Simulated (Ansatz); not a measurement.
# SiC: the cost of one run

Method: DFT LDA, scalar-relativistic, plane waves, PAW, in Ansatz 0.2.0.

## 1. Starting point

Symmetry: F-43m, No. 216, cubic system. Conventional cell: a = 4.295 Å, b = 4.295 Å, c = 4.295 Å, α = 90.00°, β = 90.00°, γ = 90.00°. Si (site symmetry -43m) has 4 C at 1.86 Å in its first shell of neighbours. C (site symmetry -43m) is surrounded by 4 Si at 1.86 Å.

Structure file:

```
Si C
1.0
     0.00000    2.14774    2.14774
     2.14774    0.00000    2.14774
     2.14774    2.14774    0.00000
Si C
1 1
Direct
  0.00000 0.00000 0.00000
  0.25000 0.25000 0.25000
```

The cell was made up by rule, so the compound may not exist in this form.

The cell is the ideal cubic zincblende prototype; whether it is the stable structure of this composition wasn't checked.

## 2. Coarse point 1 of the search for the rest volume

Input file input.yaml:

```yaml
crystal:
  lattice:
    - [0.0, 2.1477430014, 2.1477430014]
    - [2.1477430014, 0.0, 2.1477430014]
    - [2.1477430014, 2.1477430014, 0.0]
  atoms:
    - { symbol: Si, position: [0.0, 0.0, 0.0] }
    - { symbol: C, position: [0.25, 0.25, 0.25] }
basis:
  ecutwfc: 420
kpoints:
  mp_grid: { grid: [8, 8, 8] }
hamiltonian:
  xc: lda
scf:
  occupations: { method: gaussian, width: 0.05 }
output:
  forces: true
  stress: true
  eigenvalues: true
```

Started as:

```console
$ ansatz run input.yaml --threads 4 --pin off --max-ram 12288MiB --backend cpu --events-out ev --progress --plain --runs-dir out
```

What time and memory should one allow on 4 threads of Oxide Virtual Turin-like (Zen 5), shared host?

About 2.6 s, with a peak of 0.3 GiB.
